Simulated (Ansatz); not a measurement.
# CaTa2: the cost of one run

Program: Ansatz 0.2.0. Level of theory: DFT PBE, scalar-relativistic, plane waves, PAW. These are calculated values, not measurements.

## 1. The structure to begin with

Symmetry: P6_3/mmc, No. 194, hexagonal system. Conventional cell: a = 3.250 Å, b = 3.250 Å, c = 12.643 Å, α = 90.00°, β = 90.00°, γ = 120.00°. Ca (site symmetry -6m2) has 6 Ta at 2.43 Å as nearest neighbours. Ta (site symmetry 3m) has 3 Ca at 2.43 Å as nearest neighbours.

Structure file:

```xyz
6
Lattice="3.2504 0.0000 0.0000 -1.6252 2.8149 0.0000 0.0000 0.0000 12.6427" Properties=species:S:1:pos:R:3 pbc="T T T"
Ca    0.0000    1.8766    3.1607
Ca    1.6252    0.9383    9.4820
Ta    0.0000    1.8766    7.9333
Ta    1.6252    0.9383    1.6119
Ta    0.0000    1.8766   11.0308
Ta    1.6252    0.9383    4.7094
```

(A quick probe on a coarse mesh, which set the mesh and smearing, is not shown.)

## 3. A loose first relaxation

File input.yaml:

```yaml
crystal:
  lattice:
    - [3.2503928193, 0.0, 0.0]
    - [-1.6251964097, 2.8149227538, 0.0]
    - [0.0, 0.0, 12.6426951804]
  atoms:
    - { symbol: Ca, position: [0.3333333333, 0.6666666667, 0.25] }
    - { symbol: Ca, position: [0.6666666667, 0.3333333333, 0.75] }
    - { symbol: Ta, position: [0.3333333333, 0.6666666667, 0.6275] }
    - { symbol: Ta, position: [0.6666666667, 0.3333333333, 0.1275] }
    - { symbol: Ta, position: [0.3333333333, 0.6666666667, 0.8725] }
    - { symbol: Ta, position: [0.6666666667, 0.3333333333, 0.3725] }
basis:
  ecutwfc: 420
kpoints:
  mp_grid: { grid: [6, 6, 2] }
hamiltonian:
  xc: pbe
scf:
  occupations: { method: gaussian, width: 0.1 }
  lower_state_search: "off"
output:
  forces: true
  stress: true
  eigenvalues: true
relax:
  adjacent_minimum: "off"
  f_tol: 0.04
  max_steps: 70
  cell: { stress_tol: 0.4 }
```

Run with:

```console
> ansatz run input.yaml --threads 1 --pin off --max-ram 2560MiB --backend cpu --events-out ev --progress --plain --runs-dir out
```

Q: Estimate wall time and peak memory on 1 thread of Intel Xeon 6975P-C (Granite Rapids), shared host.

About 27 s, with a peak of 0.45 GiB.
